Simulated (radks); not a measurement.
# The first electron to leave V⁸⁺

Aim: remove one electron from each of the outer sub-shells of V⁸⁺ ([Ne] 3s2 3p(1/2: 2, 3/2: 1)) in turn, let the ion relax, and find the cheapest removal. The parent's configuration is the lowest that an earlier search found at this level.

Program: radks (a radial shooting solver on a logarithmic mesh, Libxc functionals) version 1. Level of theory: Dirac Kohn-Sham, PBE, spin-unpolarised, spherical densities, finite nucleus. These are calculated values, not measurements, unless marked.

3 further runs of the same task are left out: 3 set aside as unsound or not needed.

**1. Starting point**

```
element            : vanadium (Z = 23)
charge             : +8
electrons          : 15
configuration      : [Ne] 3s2 3p(1/2: 2, 3/2: 1)
nuclear rms radius : 3.6002 fm
```

A shell typed twice in an input gives the lower j, then the higher j.

**2. The parent, V⁸⁺**

The parent was computed earlier with the same settings: E = -926.282835 hartree. Its outer levels (eV):

```
level  occupation  energy (eV)
1s1/2           2      -5541.3
2s1/2           2      -775.26
2p1/2           2      -681.40
2p3/2           4      -674.23
3s1/2           2      -217.09
3p1/2           2      -189.79
3p3/2           1      -188.63
```

**3. Remove 3p3/2: [Ne] 3s2 3p(1/2: 2, 3/2: 0)**

Input:

```text
Z 23
configuration [Ne] 3s2 3p2 3p0
relativity Dirac
functional pbe,pbe
spin unpolarised
j_filling energy
nucleus finite rms 3.6002 fm
c 137.035999084
```

**4. Remove 3p1/2: [Ne] 3s2 3p(1/2: 1, 3/2: 1)**

Settings, as their differences from step 3:

```diff
@@ -1,3 +1,3 @@
 Z 23
-configuration [Ne] 3s2 3p2 3p0
+configuration [Ne] 3s2 3p1 3p1
 relativity Dirac
```

**5. Remove 3s1/2: [Ne] 3s1 3p(1/2: 2, 3/2: 1)**

Settings, as their differences from step 4:

```diff
@@ -1,3 +1,3 @@
 Z 23
-configuration [Ne] 3s2 3p1 3p1
+configuration [Ne] 3s1 3p2 3p1
 relativity Dirac
```

**6. Remove 2p3/2: [He] 2s2 2p(1/2: 2, 3/2: 3) 3s2 3p(1/2: 2, 3/2: 1)**

Settings, as their differences from step 5:

```diff
@@ -1,3 +1,3 @@
 Z 23
-configuration [Ne] 3s1 3p2 3p1
+configuration [He] 2s2 2p2 2p3 3s2 3p2 3p1
 relativity Dirac
```

**Question.** What will these runs give? Wanted: for each run, case; final configuration; Δ-SCF; −ε of the level emptied.

**Answer**, as computed:

```csv
case,final configuration,Δ-SCF (eV),−ε of the level emptied (eV)
remove 3p3/2,"[Ne] 3s2 3p(1/2: 2, 3/2: 0)",201.34,188.63
remove 3p1/2,"[Ne] 3s2 3p(1/2: 1, 3/2: 1)",202.57,189.79
remove 3s1/2,"[Ne] 3s1 3p(1/2: 2, 3/2: 1)",229.96,217.09
remove 2p3/2,"[He] 2s2 2p(1/2: 2, 3/2: 3) 3s2 3p(1/2: 2, 3/2: 1)",710.88,674.23
```

In words: The 3p3/2 electron leaves first, at 201.34 eV; the next cheapest, 3p1/2, costs 202.57 eV. 3p3/2 is also the highest occupied level of the parent. NIST lists 206.0 eV (semi-empirical), between the same two configurations. Spin polarisation and multiplet splitting are left out, so open shells lie too high by an amount that depends on their filling.
